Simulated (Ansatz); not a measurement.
# CaYC4N4: the cost of one run

Computed with Ansatz 0.2.0 (DFT PBE, scalar-relativistic, plane waves, PAW, unless a step's input says otherwise).

## (1) The structure to begin with

Symmetry: P-43m, No. 215, cubic system. The conventional cell has a = 6.335 Å, b = 6.335 Å, c = 6.335 Å, α = 90.00°, β = 90.00°, γ = 90.00°. Ca (site symmetry -43m) has 4 N at 2.21 Å in its first shell of neighbours. Around Y (site symmetry -43m) lie 4 C at 2.11 Å. Around C (site symmetry 3m) lie 1 N at 1.17 Å. Around N (site symmetry 3m) lie 1 C at 1.17 Å.

As a file:

```
Ca Y C N
1.0
     6.33469    0.00000    0.00000
     0.00000    6.33469    0.00000
     0.00000    0.00000    6.33469
Ca Y C N
1 1 4 4
Direct
  0.50000 0.50000 0.50000
  0.00000 0.00000 0.00000
  0.19194 0.19194 0.19194
  0.19194 0.80806 0.80806
  0.80806 0.19194 0.80806
  0.80806 0.80806 0.19194
  0.29858 0.29858 0.29858
  0.29858 0.70142 0.70142
  0.70142 0.29858 0.70142
  0.70142 0.70142 0.29858
```

A structure generator made this guess: two interpenetrating cyanide-bridged diamond nets (P-43m, No. 215). Its size is a rough estimate.

## (2) The guess as it stands, on a coarse mesh

input.yaml

```yaml
crystal:
  lattice:
    - [6.33468715, 0.0, 0.0]
    - [0.0, 6.33468715, 0.0]
    - [0.0, 0.0, 6.33468715]
  atoms:
    - { symbol: Ca, position: [0.5, 0.5, 0.5] }
    - { symbol: "Y", position: [0.0, 0.0, 0.0] }
    - { symbol: C, position: [0.19194313, 0.19194313, 0.19194313] }
    - { symbol: C, position: [0.19194313, 0.80805687, 0.80805687] }
    - { symbol: C, position: [0.80805687, 0.19194313, 0.80805687] }
    - { symbol: C, position: [0.80805687, 0.80805687, 0.19194313] }
    - { symbol: "N", position: [0.2985782, 0.2985782, 0.2985782] }
    - { symbol: "N", position: [0.2985782, 0.7014218, 0.7014218] }
    - { symbol: "N", position: [0.7014218, 0.2985782, 0.7014218] }
    - { symbol: "N", position: [0.7014218, 0.7014218, 0.2985782] }
basis:
  ecutwfc: 420
kpoints:
  mp_grid: { grid: [4, 4, 4] }
hamiltonian:
  xc: pbe
scf:
  occupations: { method: gaussian, width: 0.1 }
  lower_state_search: "off"
output:
  forces: true
  stress: true
  eigenvalues: true
```

The run is started by

```bash
ansatz run input.yaml --threads 1 --pin off --max-ram 2560MiB --backend cpu --events-out ev --progress --plain --runs-dir out
```

Q: Estimate wall time and peak memory on 1 thread of Intel Xeon Platinum 8375C at 2.90GHz (Ice Lake), shared host.

About 7.3 s, with a peak of 0.46 GiB.
